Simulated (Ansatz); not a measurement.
**CH5BO2 (SMILES COBO) at HF/STO-3G**

What is the vertical ionisation energy of CH5BO2 at HF/STO-3G? 

Program for the calculation: Ansatz 0.2.0.

70 further runs of the same task are left out: 70 set aside as unsound or not needed.

## (1) The structure to begin with

The species is CH5BO2 (9 atoms), meant as a singlet with charge 0. As SMILES, `COBO`. The shape is that of a PBE0-D4/def2-TZVP optimisation. This is one conformer, not always the lowest.

Bond lengths: C1–O2 1.410 Å, O2–B3 1.356 Å, B3–O4 1.356 Å, C1–H5 1.094 Å, C1–H6 1.092 Å, C1–H7 1.092 Å, B3–H8 1.199 Å, O4–H9 0.962 Å. Some angles: C1–O2–B3 121.7°, O2–B3–O4 119.6°, O2–C1–H5 111.5°, O2–C1–H6 109.2°, O2–C1–H7 109.3°, O2–B3–H8 121.8°, O4–B3–H8 118.6°, B3–O4–H9 112.1°, H5–C1–H6 109.1°, H5–C1–H7 109.0°.

## (2) The energy at HF/STO-3G

job.yaml reads:

```yaml
crystal:
  periodic: [false, false, false]
  atoms:
    - {symbol: C, position_ang: [0.281800, 0.801900, -1.057400]}
    - {symbol: O, position_ang: [-0.113500, 0.454800, 0.251000]}
    - {symbol: B, position_ang: [-0.134900, -0.834100, 0.671600]}
    - {symbol: O, position_ang: [-0.524600, -1.118500, 1.938500]}
    - {symbol: H, position_ang: [0.568100, -0.079800, -1.637600]}
    - {symbol: H, position_ang: [1.131400, 1.486400, -1.006200]}
    - {symbol: H, position_ang: [-0.544800, 1.307500, -1.561700]}
    - {symbol: H, position_ang: [0.183900, -1.738400, -0.047600]}
    - {symbol: H, position_ang: [-0.758900, -0.326300, 2.432200]}
basis:
  gaussian:
    orbitals: STO-3G
hamiltonian:
  xc: hf
accuracy: high
output: {orbitals: {seedname: orbitals}}
```

On the command line:

```console
ansatz run job.yaml --threads 1 --pin off --max-ram 3480MiB --events-out events.jsonl --progress --plain --runs-dir runs
```

The program printed:

```text
Warning: RAYON_NUM_THREADS=1 ignored (pool sized by the plan → 1); use --threads N
Functional definition: HF
  name "HF"
  exchange = exact_x
  correlation = 0
482 factors; integrals over basis functions are off by at most 1.4e-8 eV
mean field evaluation 1: about -5779.2412 eV, gradient 2.5e1 eV
mean field evaluation 2: about -5779.4120 eV, gradient 2.5e1 eV
mean field evaluation 4: about -5781.5700 eV, gradient 1.4e0 eV
mean field evaluation 8: about -5781.5771 eV, gradient 3.6e-6 eV
mean field -5781.57707456 eV, -212.4690385962 hartree, gradient 5.9e-9 eV, S^2 0.000000; 0 other end points of the search recorded, 0 dependent functions left out
reference -5781.57707456 eV, -212.4690385962 hartree; 16, 16 occupied and 9, 9 virtual orbitals, 482 factors
Total energy: -5781.57707456 eV, -212.4690385962 hartree
```

Run time: 0.16 s. Hardware: 1 thread of Arm Neoverse V2, shared host.

## (3) The doublet cation at the same level

in.yaml reads:

```yaml
crystal:
  periodic: [false, false, false]
  atoms:
    - {symbol: C, position_ang: [0.281800, 0.801900, -1.057400]}
    - {symbol: O, position_ang: [-0.113500, 0.454800, 0.251000]}
    - {symbol: B, position_ang: [-0.134900, -0.834100, 0.671600]}
    - {symbol: O, position_ang: [-0.524600, -1.118500, 1.938500]}
    - {symbol: H, position_ang: [0.568100, -0.079800, -1.637600]}
    - {symbol: H, position_ang: [1.131400, 1.486400, -1.006200]}
    - {symbol: H, position_ang: [-0.544800, 1.307500, -1.561700]}
    - {symbol: H, position_ang: [0.183900, -1.738400, -0.047600]}
    - {symbol: H, position_ang: [-0.758900, -0.326300, 2.432200]}
basis:
  gaussian:
    orbitals: STO-3G
hamiltonian:
  xc: hf
magnetization:
  spin_polarized: true
  initial_magnetization: 1
output: {orbitals: {seedname: orbitals}}
total_charge: 1
accuracy: high
```

On the command line:

```console
ansatz run in.yaml --threads 1 --pin off --max-ram 3480MiB --events-out events.jsonl --progress --plain --runs-dir runs
```

The program printed:

```text
Warning: RAYON_NUM_THREADS=1 ignored (pool sized by the plan → 1); use --threads N
[... 4 set-up lines as earlier in the session ...]
482 factors; integrals over basis functions are off by at most 1.4e-8 eV
mean field evaluation 1: about -5768.9705 eV, gradient 2.2e1 eV
mean field evaluation 2: about -5769.1167 eV, gradient 2.2e1 eV
mean field evaluation 4: about -5773.6161 eV, gradient 4.5e0 eV
mean field evaluation 8: about -5774.1428 eV, gradient 3.4e-1 eV
mean field evaluation 16: about -5774.1578 eV, gradient 1.8e-8 eV
mean field evaluation 32: about -5773.5676 eV, gradient 2.0e0 eV
mean field evaluation 64: about -5774.1206 eV, gradient 4.2e-1 eV
mean field evaluation 96: about -5773.4927 eV, gradient 1.8e0 eV
mean field -5774.15776530 eV, -212.1963840101 hartree, gradient 2.3e-8 eV, S^2 0.909219; 2 other end points of the search recorded, 0 dependent functions left out
reference -5774.15776530 eV, -212.1963840101 hartree; 16, 15 occupied and 9, 10 virtual orbitals, 482 factors
Total energy: -5774.15776530 eV, -212.1963840101 hartree
```

It took 0.36 s on 1 thread of Arm Neoverse V2, shared host.

## (4) Results

Level: HF/STO-3G.

| quantity | value |
| --- | --- |
| singlet CH5BO2: total energy | -212.46904 Eh |
| singlet CH5BO2: HOMO energy | -9.58 eV |
| singlet CH5BO2: LUMO energy | 9.74 eV |
| singlet CH5BO2: HOMO–LUMO gap | 19.32 eV |
| doublet cation: total energy | -212.19638 Eh |
| doublet cation: HOMO energy (highest over α and β) | -17.18 eV |
| doublet cation: LUMO energy (lowest over α and β) | -5.24 eV |
| doublet cation: ⟨S²⟩ | 0.909 |
| vertical ionisation energy (to the doublet cation) | 7.419 eV |

What this shows: The vertical ionisation energy comes to 7.42 eV (171 kcal/mol). −ε(HOMO) before ionisation, 9.58 eV, is 2.16 eV above this ionisation energy. In a minimal basis such a difference can be off by several eV, whatever the method. ⟨S²⟩ (doublet cation) is 0.91 where a pure doublet has 0.75: the reference is spin-contaminated.
